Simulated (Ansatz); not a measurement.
# ClH3SeSi2: rigid scan of one bond length, by script

How does the energy of ClH3SeSi2 change as one bond is stretched? Wanted for ClH3SeSi2: a rigid scan of one bond length. SMILES: Cl[SiH]1[SiH2][Se]1.

All numbers are computed with the Python package of Ansatz 0.2.0. Level of theory: PBE0/def2-SVP.

## (1) The structure

Bond lengths: Cl1–Si2 2.054 Å, Si2–Si3 2.170 Å, Si2–Se4 2.308 Å, Si3–Se4 2.239 Å, Si2–H5 1.483 Å, Si3–H6 1.477 Å, Si3–H7 1.516 Å. Angles: Cl1–Si2–Si3 111.6°, Cl1–Si2–Se4 112.3°, Cl1–Si2–H5 123.7°, Si3–Si2–Se4 59.9°, Si3–Si2–H5 118.3°, Se4–Si2–H5 114.2°, Si2–Si3–Se4 63.1°, Si2–Si3–H6 115.8°, Si2–Si3–H7 116.0°, Se4–Si3–H6 115.3°, Se4–Si3–H7 112.0°, H6–Si3–H7 121.0°, Si2–Se4–Si3 57.0°.

No structure file is read: the coordinates are typed or built in the script.

## (2) The script

clh3sesi2_scan.py reads:

```python
"""Stretching a bond of ClH3SeSi2, the rest held rigid."""

import warnings

import ansatz as az
import numpy as np

warnings.simplefilter("ignore", az.DeckWarning)

geometry_ang = [
    ("Cl", (-2.4938, 0.4891, 0.5322)),
    ("Si", (-0.808, 0.3225, -0.6292)),
    ("Si", (0.9393, -0.1601, 0.5642)),
    ("Se", (0.0412, -1.8233, -0.6352)),
    ("H", (-0.6096, 1.0596, -1.9011)),
    ("H", (0.7186, -0.2441, 2.0218)),
    ("H", (2.2735, 0.2884, 0.0016)),
]
clh3sesi2 = az.Crystal.molecule()
for symbol, xyz in geometry_ang:
    clh3sesi2 = clh3sesi2.atom(symbol, xyz)

symbols = [site.symbol for site in clh3sesi2.cartesian_sites]
start = np.array([site.position_ang for site in clh3sesi2.cartesian_sites])
axis = (start[0] - start[1]) / np.linalg.norm(start[0] - start[1])
moving = [0]
lengths, energies = [1.807, 1.89, 1.972, 2.054, 2.136, 2.218, 2.3, 2.424], []
for length in lengths:
    xyz = start.copy()
    xyz[moving] += (length - np.linalg.norm(start[0] - start[1])) * axis
    point = az.Crystal.molecule()
    for symbol, xyz in zip(symbols, xyz):
        point = point.atom(symbol, xyz.tolist())
    calc = (
        point.calculation()
        .basis(gaussian="def2-SVP")
        .functional("PBE0")
    )
    r = calc.run(threads=1).report
    energies.append(r["free_energy_ev"])
    print(f"r = {length:6.3f} A  E = {energies[-1]:.5f} eV  <S^2> = {abs(r['mean_field']['state']['spin_squared']):.3f}")

# quartic fit about the minimum
fit = np.polynomial.Polynomial.fit(lengths, np.array(energies) - min(energies), 4).convert()
roots = [r.real for r in fit.deriv().roots() if abs(r.imag) < 1e-9 and fit.deriv(2)(r.real) > 0]
r_e = min(roots, key=lambda r: abs(r - lengths[int(np.argmin(energies))]))
print(f"minimum of the fit at {r_e:.4f} A, force constant {fit.deriv(2)(r_e):.2f} eV/A^2")
```

## (3) What the engine is handed

The engine receives this input (first run):

```yaml
crystal:
  periodic: [false, false, false]
  atoms:
    - { symbol: Cl, position_ang: [-2.2911455644542404, 0.4690725774339046, 0.39258506261546744] }
    - { symbol: Si, position_ang: [-0.808, 0.3225, -0.6292] }
    - { symbol: Si, position_ang: [0.9393, -0.1601, 0.5642] }
    - { symbol: Se, position_ang: [0.0412, -1.8233, -0.6352] }
    - { symbol: H, position_ang: [-0.6096, 1.0596, -1.9011] }
    - { symbol: H, position_ang: [0.7186, -0.2441, 2.0218] }
    - { symbol: H, position_ang: [2.2735, 0.2884, 0.0016] }
basis:
  gaussian:
    orbitals: def2-SVP
hamiltonian:
  xc: pbe0
```

## (4) Running it

Launch:

```bash
$ python clh3sesi2_scan.py
```

**Question.** What results will this script give? Wanted: range of energy; lowest point, distance.

The runs gave:

| quantity | value |
| --- | --- |
| bond length at the fit's minimum | 2.0643 Å |
| runs compared | 8 |
| range of energy | 0.930 eV |
| lowest point, distance (Å) | 2.05 |

What this shows: The lowest point, at 2.05, lies inside the range. The ends stand 0.93 and 0.708 eV above it. The distance scanned is the script's pair 1, 0. The rest of the molecule is held rigid at a force-field or estimated start geometry, and the basis set is modest; single-reference methods fail as a bond breaks. The orbitals are restricted, so S² is zero by construction.
